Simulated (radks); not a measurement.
# Sr²⁺ in [Kr]: an all-electron calculation

An exercise on one series of results from a longer session: the logs are not shown, and one member is left open.

Method: Dirac Kohn-Sham, PBE, spin-unpolarised, spherical densities, point nucleus. Code: radks (a radial shooting solver on a logarithmic mesh, Libxc functionals) version 1.

## Starting point

| Quantity | Value |
| --- | --- |
| element | strontium (Z = 38) |
| charge | +2 |
| electrons | 36 |
| configuration | [Kr] |

Outer shells as boxes (Hund's rule):

Sr²⁺
```
[Ar] core
3d [↑↓][↑↓][↑↓][↑↓][↑↓]
4s [↑↓]
4p [↑↓][↑↓][↑↓]
```

The first run:

Input:

```text
Z 38
configuration [Kr]
relativity Dirac
functional pbe,pbe
spin unpolarised
j_filling energy
nucleus point
c 137.035999084
```

Among the steps run: Self-consistent calculation.

One table of the session follows, with a row left open; its other results are not shown here.

It belongs to the step «Orbitals and density». Radial moments (bohr):

```
level     <r>  outermost maximum (interpolated)  90 % within  nodes
1s1/2       ?                                 ?            ?      ?
2s1/2  0.1722                             0.145        0.267      1
2p1/2  0.1475                             0.114        0.241      0
2p3/2  0.1517                             0.117        0.247      0
3s1/2  0.4918                             0.436        0.730      2
3p1/2  0.4913                             0.425        0.747      1
3p3/2  0.5017                             0.434        0.762      1
3d3/2  0.4960                             0.375        0.804      0
3d5/2  0.4997                             0.378        0.810      0
4s1/2   1.352                              1.19         1.98      3
4p1/2   1.527                              1.31         2.28      2
4p3/2   1.559                              1.33         2.33      2
```

Q: Estimate the row for 1s1/2 from the others.

The run gave: <r>: 0.03916; outermost maximum (interpolated): 0.0255; 90 % within: 0.0701; nodes: 0. In the column «<r>» it is the lowest.
